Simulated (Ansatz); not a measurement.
# C3H10InN: the cost of one run

The runs use Ansatz 0.2.0, Gaussian basis; RKS PBE0-D4/def2-TZVP.

Levels to be run: relaxation at PBE0-D4/def2-TZVP; harmonic vibrations at the same level.

3 further runs of the same task are left out: 2 for a known fault of the program, 1 set aside as unsound or not needed. Runs told in other sessions of the task aren't counted.

## 1. Starting geometry

SMILES `CC(C)[NH][InH2]`, 15 atoms, charge 0, spin multiplicity 1.

Atoms are counted from 1 here; the program's logs count them from 0.

Bond lengths: C1–C2 1.523 Å, C1–H6 1.089 Å, C1–H7 1.098 Å, C1–H8 1.087 Å, C2–C3 1.532 Å, C2–N4 1.453 Å, C2–H9 1.101 Å, C3–H10 1.091 Å, C3–H11 1.095 Å, C3–H12 1.088 Å, N4–In5 2.085 Å, N4–H13 1.019 Å, In5–H14 1.745 Å, In5–H15 1.718 Å. Angles: C2–C1–H6 109.6°, C2–C1–H7 109.0°, C2–C1–H8 111.2°, H6–C1–H7 108.4°, H6–C1–H8 109.5°, H7–C1–H8 109.0°, C1–C2–C3 110.3°, C1–C2–N4 108.5°, C1–C2–H9 108.4°, C3–C2–N4 113.2°, C3–C2–H9 108.5°, N4–C2–H9 107.8°, C2–C3–H10 110.3°, C2–C3–H11 109.1°, C2–C3–H12 110.9°, H10–C3–H11 108.8°, H10–C3–H12 108.6°, H11–C3–H12 109.1° and more.

The start is a GFN2-xTB geometry. In takes the def2 core potential; no spin-orbit term is included.

## 2. Geometry optimisation, PBE0-D4/def2-TZVP

Input file in.yaml:

```yaml
crystal:
  periodic: [false, false, false]
  atoms:
    - {symbol: C, position_ang: [-0.952820, -0.615930, 1.073710]}
    - {symbol: C, position_ang: [0.402800, 0.021720, 0.800120]}
    - {symbol: C, position_ang: [1.275230, -0.922390, -0.033630]}
    - {symbol: N, position_ang: [0.186380, 1.311080, 0.166410]}
    - {symbol: In, position_ang: [-0.830130, 1.270450, -1.653950]}
    - {symbol: H, position_ang: [-1.574370, 0.075120, 1.640940]}
    - {symbol: H, position_ang: [-1.450380, -0.823990, 0.116850]}
    - {symbol: H, position_ang: [-0.845530, -1.545850, 1.626930]}
    - {symbol: H, position_ang: [0.903390, 0.199590, 1.764930]}
    - {symbol: H, position_ang: [2.229760, -0.449040, -0.266990]}
    - {symbol: H, position_ang: [0.758110, -1.154240, -0.970220]}
    - {symbol: H, position_ang: [1.468520, -1.848530, 0.504130]}
    - {symbol: H, position_ang: [1.081090, 1.792840, 0.094510]}
    - {symbol: H, position_ang: [-0.520440, 0.305530, -3.074170]}
    - {symbol: H, position_ang: [-2.131620, 2.383630, -1.789540]}
basis:
  gaussian: {orbitals: def2-TZVP}
hamiltonian: {xc: pbe0, dispersion: d4}
relax: {f_tol: 0.005, max_steps: 150}
```

The run is started by

```bash
$ ansatz run in.yaml --threads 4 --pin off --events-out ev --progress --plain --max-ram 11315MiB
```

**Question.** How long does this run take on 4 threads of Arm Neoverse V1, shared host, and how much memory does it need?

About 3.1 min, with a peak of 0.77 GiB.
